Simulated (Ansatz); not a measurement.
# RuCH₃+ (quintet): the correlation ladder, def2-SVP

The task here is to estimate one member of a computed series from the others.

Program: Ansatz 0.2.0, Gaussian basis. Level of theory: def2-SVP, core rule «outside noble gas», up to 5 orbitals frozen. These are calculated values, not measurements.

To be run: UHF; CCSD(T) on ROHF; CCSD(T) on UHF; CISD as a restricted active space (open shells left free, so some higher excitations enter); CCSDT(Q) on ROHF; CCSDT(Q) on UHF.

5 further runs of the same task are left out: 1 for a known fault of the program, 4 set aside as unsound or not needed. Runs told in other sessions of the task aren't counted.

## What is computed

The geometry is a PBE0/def2-TZVP stationary point (not a proven minimum) of the parent state, kept for this charge and spin. No spin-orbit coupling is included. Elements past krypton take def2 core potentials.

5 atoms, charge 1, spin multiplicity 5.

Atoms are counted from 1 here; the program's logs count them from 0.

Bond lengths: Ru1–C2 1.965 Å, C2–H3 1.098 Å, C2–H4 1.098 Å, C2–H5 1.098 Å. Angles: Ru1–C2–H3 106.6°, Ru1–C2–H4 106.6°, Ru1–C2–H5 106.6°, H3–C2–H4 112.2°, H3–C2–H5 112.2°, H4–C2–H5 112.2°.

As a file:

```xyz
5
CH3Ru
Ru   -0.2627    0.0024    0.0010
C     1.7027   -0.0159   -0.0064
H     2.0066   -1.0707   -0.0023
H     2.0248    0.5116    0.9009
H     2.0179    0.5027   -0.9211
```

Set-up of the first run:

in.yaml

```yaml
crystal:
  periodic: [false, false, false]
  atoms:
    - {symbol: Ru, position_ang: [-0.262669, 0.002449, 0.000980]}
    - {symbol: C, position_ang: [1.702703, -0.015873, -0.006352]}
    - {symbol: H, position_ang: [2.006642, -1.070725, -0.002342]}
    - {symbol: H, position_ang: [2.024763, 0.511620, 0.900916]}
    - {symbol: H, position_ang: [2.017883, 0.502711, -0.921142]}
basis:
  gaussian: {orbitals: def2-SVP}
total_charge: 1
magnetization: {spin_polarized: true, initial_magnetization: 4}
hamiltonian: {xc: hf}
output: {orbitals: {seedname: orbitals}}
```

On the command line:

```bash
> ansatz run in.yaml --threads 1 --pin off --events-out ev --progress --plain --max-ram 4096MiB --backend cpu
```

Among the steps run: UHF; CCSD(T) on ROHF; CCSD(T) on UHF; CISD as a restricted active space (open shells left free, so some higher excitations enter); CCSDT(Q) on ROHF; CCSDT(Q) on UHF.

One of the session's tables, all rows but one given; the rest of the session is left out.

It belongs to the step «Misses and costs». 

| method | from RCCSDT(Q) (meV) |
| --- | --- |
| ROHF | +8417.2 |
| UHF | +8246.0 |
| RMP2 | +930.8 |
| UMP2 | +833.9 |
| CISD | +920.2 |
| RCCSD | +275.4 |
| UCCSD | +191.3 |
| RCCSD(T) | +34.5 |
| UCCSD(T) | -50.2 |
| RCCSDT | +12.5 |
| UCCSDT | -71.6 |
| RCCSDT(Q) | 0 |
| UCCSDT(Q) | ? |

**Question.** Estimate the row for UCCSDT(Q).

As computed: from RCCSDT(Q) (meV): -86.1. In the column «from RCCSDT(Q) (meV)» it is the lowest.

Caveats from the session: Restricted and unrestricted rows rest on different reference determinants; a gap between their highest levels can come from leftover correlation error, from unlike frozen cores or from another state.
